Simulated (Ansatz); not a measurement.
**CH₆FGeN: a ladder of functionals and wavefunction methods**

The task here is to estimate one member of a computed series from the others.

Method: functionals in def2-TZVPP, the program's frozen cores in correlated methods; program: Ansatz 0.2.0, Gaussian basis.

Levels to be run: LDA (SPW92), PBE-D4, revPBE-D4, BLYP-D4, r2SCAN-D4, B97M-V, PBE0-D4, B3LYP-D4, r2SCANh-D4, r2SCAN0-D4, HSE06-D4, BHLYP-D4, CAM-B3LYP-D4, LC-ωPBE, ωB97X-V, ωB97M-V, B2PLYP, PBE-QIDH; CCSD(T)/def2-SVP; CCSD(T)/def2-TZVPP; MP2/def2-QZVPP; extrapolation to the limit; RPA on PBE.

## The geometry

All runs share one geometry, relaxed beforehand with PBE0-D4 in a triple-zeta def2 set.

SMILES `[NH2][GeH2][CH2]F`, 10 atoms, charge 0, spin multiplicity 1.

Atoms are counted from 1 here; the program's logs count them from 0.

Bond lengths: N1–Ge2 1.838 Å, N1–H5 1.011 Å, N1–H6 1.011 Å, Ge2–C3 1.981 Å, Ge2–H7 1.536 Å, Ge2–H8 1.540 Å, C3–F4 1.390 Å, C3–H9 1.094 Å, C3–H10 1.094 Å. Angles: Ge2–N1–H5 113.5°, Ge2–N1–H6 114.3°, H5–N1–H6 108.3°, N1–Ge2–C3 113.4°, N1–Ge2–H7 107.1°, N1–Ge2–H8 107.6°, C3–Ge2–H7 108.8°, C3–Ge2–H8 108.2°, H7–Ge2–H8 111.8°, Ge2–C3–F4 109.5°, Ge2–C3–H9 111.0°, Ge2–C3–H10 111.5°, F4–C3–H9 108.1°, F4–C3–H10 108.3°, H9–C3–H10 108.4°.

The first run:

File in.yaml:

```yaml
crystal:
  periodic: [false, false, false]
  atoms:
    - {symbol: N, position_ang: [-1.560317, 0.502078, -0.782141]}
    - {symbol: Ge, position_ang: [-0.418171, -0.696126, 0.015971]}
    - {symbol: C, position_ang: [1.309232, 0.106404, 0.561809]}
    - {symbol: F, position_ang: [1.933022, 0.662923, -0.549275]}
    - {symbol: H, position_ang: [-1.189820, 0.909420, -1.630146]}
    - {symbol: H, position_ang: [-1.866519, 1.251301, -0.176680]}
    - {symbol: H, position_ang: [-0.145566, -1.810024, -1.006226]}
    - {symbol: H, position_ang: [-1.116996, -1.236012, 1.277157]}
    - {symbol: H, position_ang: [1.157196, 0.900891, 1.298993]}
    - {symbol: H, position_ang: [1.981137, -0.641956, 0.993538]}
basis:
  gaussian: {orbitals: def2-TZVPP}
hamiltonian: {xc: lda}
output: {orbitals: {seedname: orbitals}}
```

Steps of the session up to this table: LDA; PBE-D4 (GGA); revPBE-D4 (GGA); BLYP-D4 (GGA); r2SCAN-D4 (meta-GGA); B97M-V (meta-GGA); PBE0-D4 (hybrid); B3LYP-D4 (hybrid); r2SCANh-D4 (hybrid); r2SCAN0-D4 (hybrid); HSE06-D4 (hybrid); BHLYP-D4 (hybrid); CAM-B3LYP-D4 (range-separated); LC-ωPBE (range-separated); ωB97X-V (range-separated); ωB97M-V (range-separated); B2PLYP (double hybrid); PBE-QIDH (double hybrid).

One of the session's tables, all rows but one given; the rest of the session is left out.

It belongs to the step «Orbital energies across the functionals». 

```
  functional  HOMO (eV)  LUMO (eV)  gap (eV)
 LDA (SPW92)      -5.95      -0.60      5.36
      PBE-D4      -5.81      -0.38      5.44
   revPBE-D4      -5.76      -0.27      5.49
     BLYP-D4      -5.71      -0.35      5.36
   r2SCAN-D4          ?          ?         ?
      B97M-V      -6.26      -0.18      6.08
     PBE0-D4      -7.24       0.48      7.72
    B3LYP-D4      -7.01       0.16      7.18
  r2SCANh-D4      -6.65       0.38      7.03
  r2SCAN0-D4      -7.45       0.79      8.24
    HSE06-D4      -6.84       0.11      6.95
    BHLYP-D4      -8.60       1.18      9.78
CAM-B3LYP-D4      -8.66       1.33      9.99
     LC-ωPBE     -10.02       2.64     12.66
     ωB97X-V      -9.67       2.42     12.09
     ωB97M-V      -9.56       2.05     11.61
```

Estimate the missing values for r2SCAN-D4.

Worked estimate for «HOMO (eV)». Against the share of exact exchange, r2SCANh-D4 (0.1, -6.65), r2SCAN0-D4 (0.25, -7.45) give a slope of -5.33 per unit share; at 0 the line stands at -6.12.

The run gave: HOMO (eV): -6.12; LUMO (eV): 0.10; gap (eV): 6.22. In «HOMO (eV)» the line misses by 0.00.
